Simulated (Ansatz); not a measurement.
**CH6AlGa: up Jacob's ladder to CCSD(T)**

One table from this session's results is given with a row withheld; the runs are named, their logs left out.

Computed with Ansatz 0.2.0, Gaussian basis. Level: functionals in def2-TZVPP, the program's frozen cores in correlated methods.

Levels to be run: LDA (SPW92), PBE-D4, revPBE-D4, BLYP-D4, r2SCAN-D4, B97M-V, PBE0-D4, B3LYP-D4, r2SCANh-D4, r2SCAN0-D4, HSE06-D4, BHLYP-D4, CAM-B3LYP-D4, LC-ωPBE, ωB97X-V, ωB97M-V, B2PLYP, PBE-QIDH; CCSD(T)/def2-SVP; CCSD(T)/def2-TZVPP; MP2/def2-QZVPP; extrapolation to the limit; RPA on PBE.

**Structure used throughout**

All runs share one geometry, relaxed beforehand with PBE0-D4 in a triple-zeta def2 set.

9 atoms, charge 0, spin multiplicity 1.

Atoms are counted from 1 here; the program's logs count them from 0.

Bond lengths: Al1–C2 1.939 Å, Al1–H4 1.589 Å, Al1–H5 1.589 Å, C2–Ga3 1.957 Å, C2–H6 1.096 Å, C2–H7 1.095 Å, Ga3–H8 1.572 Å, Ga3–H9 1.572 Å. Angles: C2–Al1–H4 120.1°, C2–Al1–H5 120.1°, H4–Al1–H5 119.9°, Al1–C2–Ga3 116.4°, Al1–C2–H6 107.7°, Al1–C2–H7 107.8°, Ga3–C2–H6 107.2°, Ga3–C2–H7 107.2°, H6–C2–H7 110.6°, C2–Ga3–H8 119.8°, C2–Ga3–H9 119.8°, H8–Ga3–H9 120.3°.

The first run:

File in.yaml:

```yaml
crystal:
  periodic: [false, false, false]
  atoms:
    - {symbol: Al, position_ang: [-0.545602, -0.261653, 1.563096]}
    - {symbol: C, position_ang: [-0.545778, -0.320685, -0.374917]}
    - {symbol: Ga, position_ang: [0.979723, 0.515886, -1.270103]}
    - {symbol: H, position_ang: [0.138977, -1.429204, 2.394891]}
    - {symbol: H, position_ang: [-1.205646, 0.968264, 2.321634]}
    - {symbol: H, position_ang: [-1.447532, 0.194171, -0.724050]}
    - {symbol: H, position_ang: [-0.562230, -1.373342, -0.677655]}
    - {symbol: H, position_ang: [2.263491, -0.333967, -1.585624]}
    - {symbol: H, position_ang: [0.924586, 2.040530, -1.647274]}
basis:
  gaussian: {orbitals: def2-TZVPP}
hamiltonian: {xc: lda}
output: {orbitals: {seedname: orbitals}}
```

On the command line:

```console
ansatz run in.yaml --threads 2 --pin off --events-out ev --progress --plain --max-ram 4352MiB
```

Steps of the session up to this table: LDA; PBE-D4 (GGA); revPBE-D4 (GGA); BLYP-D4 (GGA); r2SCAN-D4 (meta-GGA); B97M-V (meta-GGA); PBE0-D4 (hybrid); B3LYP-D4 (hybrid); r2SCANh-D4 (hybrid); r2SCAN0-D4 (hybrid); HSE06-D4 (hybrid); BHLYP-D4 (hybrid); CAM-B3LYP-D4 (range-separated); LC-ωPBE (range-separated); ωB97X-V (range-separated); ωB97M-V (range-separated); B2PLYP (double hybrid); PBE-QIDH (double hybrid).

One table of the session follows, with a row left open; its other results are not shown here.

It belongs to the step «Frontier levels by functional». 

| functional | HOMO (eV) | LUMO (eV) | gap (eV) |
| --- | --- | --- | --- |
| LDA (SPW92) | -6.83 | -2.88 | 3.94 |
| PBE-D4 | ? | ? | ? |
| revPBE-D4 | -6.62 | -2.51 | 4.11 |
| BLYP-D4 | -6.53 | -2.54 | 3.98 |
| r2SCAN-D4 | -6.93 | -2.35 | 4.57 |
| B97M-V | -7.02 | -2.59 | 4.43 |
| PBE0-D4 | -7.82 | -1.86 | 5.96 |
| B3LYP-D4 | -7.60 | -2.10 | 5.50 |
| r2SCANh-D4 | -7.35 | -2.09 | 5.26 |
| r2SCAN0-D4 | -7.99 | -1.71 | 6.29 |
| HSE06-D4 | -7.43 | -2.22 | 5.20 |
| BHLYP-D4 | -8.85 | -1.12 | 7.73 |
| CAM-B3LYP-D4 | -9.12 | -0.97 | 8.15 |
| LC-ωPBE | -10.49 | 0.16 | 10.65 |
| ωB97X-V | -10.12 | 0.01 | 10.13 |
| ωB97M-V | -9.97 | -0.24 | 9.73 |

**Question.** Estimate the row for PBE-D4.

As computed: HOMO (eV): -6.68; LUMO (eV): -2.63; gap (eV): 4.05. In the column «HOMO (eV)» it lies between LDA (SPW92) (-6.83) and revPBE-D4 (-6.62).
